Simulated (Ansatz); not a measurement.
# Si2H6O + HF: a complex and its separated parts

Aim: how far the complex at one end of a reaction step lies below its separated, relaxed parts, level by level.

Method: PBE0-D4/def2-TZVP structures, single points in def2-TZVPP, no counterpoise correction; program: Ansatz 0.2.0, Gaussian basis.

Levels: SPW92, PBE-D4, BLYP-D4, r2SCAN-D4, B97M-V, PBE0-D4, B3LYP-D4, r2SCAN0-D4, BHLYP-D4, CAM-B3LYP-D4, wB97X-V, wB97M-V, B2PLYP, PBE-QIDH, RPA on PBE, Hartree-Fock, MP2, CCSD, CCSD(T).

Cores are frozen in the correlated methods. B3LYP uses VWN-RPA correlation. B2PLYP carries no dispersion term here.

96 further runs of the same task are left out: 2 that didn't finish, 94 set aside as unsound or not needed. Runs told in other sessions of the task aren't counted.

**1. The system as given**

The complex: 11 atoms, charge 0, spin multiplicity 1.

Atoms are counted from 1 here; the program's logs count them from 0.

Bond lengths: Si1–H2 1.501 Å, Si1–O3 1.622 Å, Si1–H5 1.481 Å, Si1–H6 1.484 Å, O3–Si4 1.644 Å, Si4–H9 1.484 Å, Si4–H10 1.482 Å, Si4–H11 1.484 Å, H7–F8 0.927 Å. Angles: H2–Si1–O3 110.0°, H2–Si1–H5 107.2°, H2–Si1–H6 107.7°, O3–Si1–H5 109.4°, O3–Si1–H6 111.6°, H5–Si1–H6 110.8°, Si1–O3–Si4 148.0°, O3–Si4–H9 110.2°, O3–Si4–H10 109.6°, O3–Si4–H11 107.3°, H9–Si4–H10 110.4°, H9–Si4–H11 109.6°, H10–Si4–H11 109.6°.

Geometry (Å):

```xyz
11
charge 0, multiplicity 1
Si   -0.9222    0.6319   -1.1144
H     0.1364    1.6810   -1.2936
O    -0.2687   -0.7126   -0.4849
Si    0.3460   -1.4783    0.8333
H    -1.4722    0.3300   -2.4555
H    -1.9711    1.1962   -0.2297
H     1.1510    1.8575    0.1216
F     1.4391    1.6603    0.9808
H    -0.1889   -0.8699    2.0764
H     1.8251   -1.3966    0.8119
H    -0.0745   -2.8994    0.7540
```

Its parts: Si2H6O holds atoms 1, 2, 3, 4, 5, 6, 9, 10, 11; HF holds atoms 7, 8. Each part counts its atoms afresh in its own runs.

**2. Relaxing Si2H6O alone**

relax-a/in.yaml

```yaml
crystal:
  periodic: [false, false, false]
  atoms:
    - {symbol: Si, position_ang: [-0.922248, 0.631871, -1.114368]}
    - {symbol: H, position_ang: [0.136351, 1.681010, -1.293599]}
    - {symbol: O, position_ang: [-0.268711, -0.712624, -0.484935]}
    - {symbol: Si, position_ang: [0.345971, -1.478344, 0.833342]}
    - {symbol: H, position_ang: [-1.472212, 0.329963, -2.455540]}
    - {symbol: H, position_ang: [-1.971127, 1.196196, -0.229665]}
    - {symbol: H, position_ang: [-0.188869, -0.869911, 2.076427]}
    - {symbol: H, position_ang: [1.825119, -1.396631, 0.811926]}
    - {symbol: H, position_ang: [-0.074521, -2.899391, 0.753992]}
basis:
  gaussian: {orbitals: def2-TZVP}
hamiltonian: {xc: pbe0, dispersion: d4}
relax: {f_tol: 0.005, max_steps: 200}
```

Run with:

```
$ ansatz run in.yaml --threads 4 --pin off --events-out ev --progress --plain --max-ram 9574MiB
```

After this run come: Relaxing HF alone; SPW92/def2-TZVPP; PBE-D4/def2-TZVPP; BLYP-D4/def2-TZVPP; r2SCAN-D4/def2-TZVPP; B97M-V/def2-TZVPP; PBE0-D4/def2-TZVPP; B3LYP-D4/def2-TZVPP; r2SCAN0-D4/def2-TZVPP; BHLYP-D4/def2-TZVPP; CAM-B3LYP-D4/def2-TZVPP; wB97X-V/def2-TZVPP; wB97M-V/def2-TZVPP; B2PLYP/def2-TZVPP; PBE-QIDH/def2-TZVPP; RPA on PBE/def2-TZVPP; CCSD(T)/def2-TZVPP; Vibrations of Si2H6O; Vibrations of HF.

Before running it: what results should come out? Wanted: complex less parts, CCSD(T)/def2-TZVPP; with zero-point energy; largest T1 diagnostic.

The runs gave:

| quantity | value |
| --- | --- |
| complex less parts, CCSD(T)/def2-TZVPP | -9.4 kJ/mol |
| with zero-point energy | -3.4 kJ/mol |
| largest T1 diagnostic | 0.011 |

**Reading.** At CCSD(T) the complex lies 9.4 kJ/mol below its parts. The functionals run from PBE-QIDH, off by +0.4 kJ/mol, to SPW92, off by -17.3 kJ/mol, against CCSD(T). Mean unsigned error by rung: LDA 17.3, GGA 6.1, meta-GGA 5.2, hybrid 3.5, range-separated hybrid 4.2, double hybrid 0.6 kJ/mol. The double hybrids carry no dispersion term here, unlike the levels marked D4 or V. PBE-D4 gives a relative energy 7.1 kJ/mol too low, an error of 76 % of the reference. No counterpoise was applied, and triple zeta lacks some correlation, so the CCSD(T) reference has a basis error of its own, and close matches with it are partly luck.
